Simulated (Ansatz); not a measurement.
# The pair CO···H₂: a pair, distance and turn

A grid of calculations on the pair CO···H₂, to see where the energy is lowest and how it rises around there.

Method: RKS wB97X-V/def2-TZVPD; program: Ansatz 0.2.0.

## Step 1: Starting geometry

4 atoms, charge 0, spin multiplicity 1.

Atoms are counted from 1 here; the program's logs count them from 0.

Bond lengths: C1–O2 1.142 Å, H3–H4 0.768 Å.

Coordinates:

```xyz
4

C    -0.0907    0.3278   -1.3816
O     0.4132   -0.0991   -2.3129
H    -0.0293   -0.3141    2.1474
H    -0.2931    0.0855    1.5471
```

## Step 5: Plan of the scan

The axes are (1) distance H4···C1: 13 values from 2.666 to 5.266 Å; (2) turn of C1, O2 about its own atom C1: 12 values from −180 to 150 °, periodic.

Nothing else is relaxed (both partners rigid). Energies count from the two partners far apart, frozen as in the relaxed pair, each in its own basis (no counterpoise correction). Points are written as (first, second).

(The set-up runs are not shown.)

## Step 6: Grid point (3.224 Å, 0°)

The input, input.yaml:

```yaml
crystal:
  periodic: [false, false, false]
  atoms:
    - { symbol: C, position_ang: [0.097191, 0.1372, -1.535087] }
    - { symbol: O, position_ang: [0.287921, 0.098108, -2.643931] }
    - { symbol: H, position_ang: [-0.195811, -0.165536, 2.408556] }
    - { symbol: H, position_ang: [-0.18065, -0.063425, 1.670647] }
basis:
  gaussian: { orbitals: def2-TZVPD }
hamiltonian:
  xc: { name: wB97X-V }
output:
  forces: true
```

Started as:

```bash
ansatz run input.yaml --threads 1 --pin off --max-ram 2560MiB --backend cpu --events-out ev --progress --plain --runs-dir out
```

The session goes on with these runs: the other points that were computed.

**Question.** What will these runs give? Wanted: lowest point; highest computed point; largest force on an atom; dipole moment.

As calculated:

| quantity | value |
| --- | --- |
| lowest point | (3.224 Å, 0°), −0.27 kcal/mol |
| highest computed point | (2.666 Å, −180°), 17.58 kcal/mol above the lowest |
| largest force on an atom (eV/Å) | 0.00 at (3.224 Å, 0°) to 2.36 at (2.666 Å, −180°); 0.00 at the lowest point |
| dipole moment (D) | 0.02 at (3.651 Å, −180°) to 0.71 at (2.666 Å, −180°); 0.15 at the lowest point |
| time for the whole task | 11 min on 1 thread, shared host |

**Reading.** The lowest computed point is at (3.224 Å, 0°), −0.27 kcal/mol from the two partners far apart, frozen as in the relaxed pair, each in its own basis (no counterpoise correction). The grid is coarse, so the lowest point of the scanned range may lie between grid points; coordinates that were held can hide deeper minima. A higher local minimum lies near (4.140 Å, −180°) (0.07 kcal/mol above the lowest at that grid point). The highest computed point, (2.666 Å, −180°), lies 17.58 kcal/mol above the lowest. On the interpolated surface the easiest way out of the lowest well to the well at (4.140 Å, −180°) passes a barrier of about 0.19 kcal/mol. Round the minimum the two coordinates are nearly uncoupled. No counterpoise correction was made, so wells between separate parts tend to come out somewhat too deep.
